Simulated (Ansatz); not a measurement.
# C2H3ClFGa: small, medium and large basis sets

One table from this session's results is given with a row withheld; the runs are named, their logs left out.

Program: Ansatz 0.2.0, Gaussian basis. Level of theory: one geometry, several basis sets. These are calculated values, not measurements.

Plan: PBE0-D4/def2-SVP; ωB97M-V/def2-SVP; PBE0-D4/def2-QZVPP; ωB97M-V/def2-QZVPP; the functionals' def2-TZVPP values are taken from earlier runs.

**The relaxed structure**

An earlier PBE0-D4 in a triple-zeta def2 set relaxation fixed the geometry.

SMILES `F[C]1(Cl)[CH2][GaH]1`, 8 atoms, charge 0, spin multiplicity 1.

Atoms are counted from 1 here; the program's logs count them from 0.

Bond lengths: F1–C2 1.352 Å, C2–Cl3 1.797 Å, C2–C4 1.521 Å, C2–Ga5 1.951 Å, C4–Ga5 1.967 Å, C4–H6 1.094 Å, C4–H7 1.088 Å, Ga5–H8 1.536 Å. Angles: F1–C2–Cl3 109.8°, F1–C2–C4 117.6°, F1–C2–Ga5 140.1°, Cl3–C2–C4 109.6°, Cl3–C2–Ga5 104.0°, C4–C2–Ga5 67.7°, C2–C4–Ga5 66.6°, C2–C4–H6 109.8°, C2–C4–H7 120.0°, Ga5–C4–H6 107.7°, Ga5–C4–H7 132.1°, H6–C4–H7 112.3°, C2–Ga5–C4 45.7°, C2–Ga5–H8 156.5°, C4–Ga5–H8 157.7°.

The first run:

Contents of in.yaml:

```yaml
crystal:
  periodic: [false, false, false]
  atoms:
    - {symbol: F, position_ang: [1.125159, 0.195119, 1.715595]}
    - {symbol: C, position_ang: [0.638225, -0.166779, 0.507590]}
    - {symbol: Cl, position_ang: [1.983081, -0.713859, -0.550645]}
    - {symbol: C, position_ang: [-0.219314, 0.843818, -0.237971]}
    - {symbol: Ga, position_ang: [-0.946477, -0.983527, -0.284513]}
    - {symbol: H, position_ang: [-0.816177, 1.420934, 0.474358]}
    - {symbol: H, position_ang: [0.225639, 1.471650, -1.007218]}
    - {symbol: H, position_ang: [-1.898037, -2.124457, -0.672996]}
basis:
  gaussian: {orbitals: def2-SVP}
hamiltonian: {xc: pbe0, dispersion: d4}
output: {orbitals: {seedname: orbitals}}
```

The run is started by

```bash
> ansatz run in.yaml --threads 4 --pin off --events-out ev --progress --plain --max-ram 10444MiB
```

Among the steps run: PBE0-D4 in def2-SVP; ωB97M-V in def2-SVP; PBE0-D4 in def2-QZVPP; ωB97M-V in def2-QZVPP.

One of the session's tables, all rows but one given; the rest of the session is left out.

It belongs to the step «Density functionals: the series». 

```
functional       basis  HOMO (eV)  LUMO (eV)
   PBE0-D4    def2-SVP      -6.27      -1.73
   PBE0-D4  def2-TZVPP          ?          ?
   PBE0-D4  def2-QZVPP      -6.40      -1.86
   ωB97M-V    def2-SVP      -8.38       0.03
   ωB97M-V  def2-TZVPP      -8.50      -0.09
   ωB97M-V  def2-QZVPP      -8.55      -0.25
```

Estimate the missing values for PBE0-D4, def2-TZVPP.

The run gave: HOMO (eV): -6.36; LUMO (eV): -1.81. In the column «HOMO (eV)» it lies between PBE0-D4, def2-QZVPP (-6.40) and PBE0-D4, def2-SVP (-6.27).
